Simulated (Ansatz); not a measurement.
A run of Ansatz 0.2.0 is set up as follows.

input.yaml

```yaml
crystal:
  lattice:
    - [4.72242, -2.73688, 0.00204]
    - [4.72242, 2.73688, 0.00204]
    - [-3.17796, 0.0, 4.47]
  atoms:
    - { symbol: Na, position: [0.25021, 0.25021, 0.74459] }
    - { symbol: La, position: [0.75117, 0.75117, 0.25707] }
    - { symbol: Mn, position: [0.49918, 0.49918, 0.49917], spin: 4.0 }
    - { symbol: Mo, position: [0.0011, 0.0011, 0.00114], spin: 1.0 }
    - { symbol: O, position: [0.28503, 0.78106, 0.2852] }
    - { symbol: O, position: [0.78106, 0.28503, 0.2852] }
    - { symbol: O, position: [0.25187, 0.25187, 0.18775] }
    - { symbol: O, position: [0.74777, 0.74777, 0.81124] }
    - { symbol: O, position: [0.21883, 0.71407, 0.71525] }
    - { symbol: O, position: [0.71407, 0.21883, 0.71525] }
hamiltonian:
  xc: pbesol
  pseudopotentials: { kind: paw }
magnetization:
  spin_polarized: true
kpoints:
  mp_grid: { grid: [5, 5, 5] }
scf:
  occupations: { method: fermi_dirac, width: 0.05 }
output:
  forces: true
  stress: true
  eigenvalues: true
  write_density: true
  write_potential: true
  elf: true
  volumetric_format: npy
relax:
  f_tol: 0.01
  max_steps: 40
  cell: { stress_tol: 0.05 }
```

Potentials or basis: Ansatz PAW.

Command:

```bash
$ ansatz run input.yaml --threads 8 --pin off --max-ram 20480MiB --backend cpu --events-out ev --progress --plain --runs-dir out
```

(1) Predict the relaxed volume.

(2) Estimate the relaxed cell.

(3) What does it give for the site moments?

(4) What does it give for the space group after relaxing (to 0.05 Å)?

Answers

(1) 11.08 Å³/atom.

(2) a = 5.382 Å, b = 5.382 Å, c = 5.409 Å, α = 120.07°, β = 120.07°, γ = 60.15°.

(3) Na +0.00; La -0.02; Mn +1.72; Mo -0.42; O +0.01 μB.

(4) Cm (No. 8).

Caveat: the pressure holds a Pulay correction of +0.7 GPa for the finite cutoff; a cell with one magnetic atom can't hold antiferromagnetic order, which such compounds often take; semilocal functionals often make such compounds metallic where correlation or magnetic order opens a gap, which also shifts bond lengths; the PAW data sets come from PBE, with cores solved anew for the run's functional, which leaves a small shift of forces and pressure; the starting moments weren't kept.
